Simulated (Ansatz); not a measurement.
The system is NbTe.

```
Te Nb
1.0
     3.70297    0.00000    0.00000
    -1.85149    3.20687    0.00000
     0.00000    0.00000    3.69421
Te Nb
1 1
Direct
  0.66667 0.33333 0.00000
  0.00000 0.00000 0.50000
```

The cell comes from a database or a generator and needn't be the stable form of this composition.

* Program: Ansatz 0.2.0
* Task: relaxation of cell and atoms
* Functional: PBEsol
* Potentials or basis: Ansatz PAW
* Cutoff: 420 eV (not typed: the program's choice for these potentials)
* k mesh: 8 × 8 × 7
* Occupations: fermi-dirac, width 0.05 eV
* Spin: no spin polarisation

At the start: volume 21.93 Å³/atom.

How do energy, volume and symmetry change on relaxing?

It ends after 5 steps and the volume is 20.96 Å³/atom (-4.4 %); space group P-6m2 (No. 187, to 0.05 Å).

The path:
```tsv
step	energy change (eV)	largest force (eV/Å)	volume (Å³)
1	0.0000	0.0000	43.87
2	-0.0326	0.0000	42.19
3	-0.0334	0.0000	41.90
4	-0.0335	0.0000	41.92
5	-0.0331	0.0000	41.92
```

Final structure:
```
Te Nb
1.0
     3.62988    0.00000    0.00000
    -1.81494    3.14357    0.00000
     0.00000    0.00000    3.67391
Te Nb
1 1
Direct
  0.66667 0.33333 0.00000
  0.00000 0.00000 0.50000
```

Caveat: the plane-wave basis is chosen anew once the cell has moved, so the energies of steps on either side of that aren't comparable; the PAW data sets come from PBE, with cores solved anew for the run's functional, which leaves a small shift of forces and pressure.
